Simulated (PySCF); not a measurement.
**The bond of CsS, level by level**

One table from this session's results is given with a row withheld; the runs are named, their logs left out.

Program: PySCF 2.14.0. Level of theory: Cs def2-TZVPP with ECP46, S def2-TZVPP, scalar-relativistic core potentials. These are calculated values, not measurements.

The first run:

A driver script around PySCF takes these settings:

| Property | Result |
| --- | --- |
| atoms | Cs, S |
| charge | 0 |
| basis | Cs def2-TZVPP with ECP46, S def2-TZVPP |
| Hamiltonian | scalar-relativistic core potentials |
| basis functions | 78 |
| electrons treated | 25 |
| masses in u | 132.9054, 31.9721 |
| levels | PBE0, PBE, r²SCAN, PBEsol, TPSSh, LDA, BP86, HSE06, HF, MP2, SCS-MP2, CCSD, CCSD(T) |
| grid | 80 radial by 434 angular points |
| occupations | held fixed by the projection of orbital angular momentum |
| dissociation limit | Cs + S, each in its ground configuration |
| starting distance in angstrom | 3.190 |
| values of 2S to try | 1, 3 |

On the command line:

```
$ OMP_NUM_THREADS=1 python dia.py task.json out
```

Among the steps run: Input; PBE0 along the bond; Excited determinants; PBE; r²SCAN (meta-GGA); PBEsol (GGA); TPSSh (hybrid meta-GGA); LDA (local density); BP86 (GGA); HSE06; UHF; Correlated methods on the Hartree–Fock reference.

One of the session's tables, all rows but one given; the rest of the session is left out.

It belongs to the step «The curves together». Energy (eV) from each level's lowest point:

```
R (Å)    UHF  UHF-MP2  UHF-SCS-MP2  UHF-CCSD  UHF-CCSD(T)
2.637  0.863    0.614        0.654       n/a          n/a
2.759  0.448    0.282        0.308     0.312        0.300
2.882  0.195    0.096        0.111     0.113        0.107
2.974  0.083    0.026        0.033     0.034        0.031
3.066  0.022    0.000        0.000     0.000        0.000
3.158  0.000    0.006        0.001     0.000        0.002
3.281  0.015    0.052        0.040     0.038        0.042
3.434      ?        ?            ?         ?            ?
3.618  0.206    0.297        0.273     0.270        0.278
3.863  0.409    0.522        0.493       n/a          n/a
```

Estimate the missing values for R (Å) = 3.434.

Worked estimate for «UHF». A straight line through the neighbours (3.281, 0.015) and (3.618, 0.206) gives 0.015 + (0.206 − 0.015) × (3.434 − 3.281) / (3.618 − 3.281) = 0.102; a parabola fitted to 4 rows on both sides gives 0.088.

The run gave: UHF: 0.082; UHF-MP2: 0.148; UHF-SCS-MP2: 0.130; UHF-CCSD: 0.127; UHF-CCSD(T): 0.133. In «UHF» the line misses by +0.020 and the parabola by +0.006.
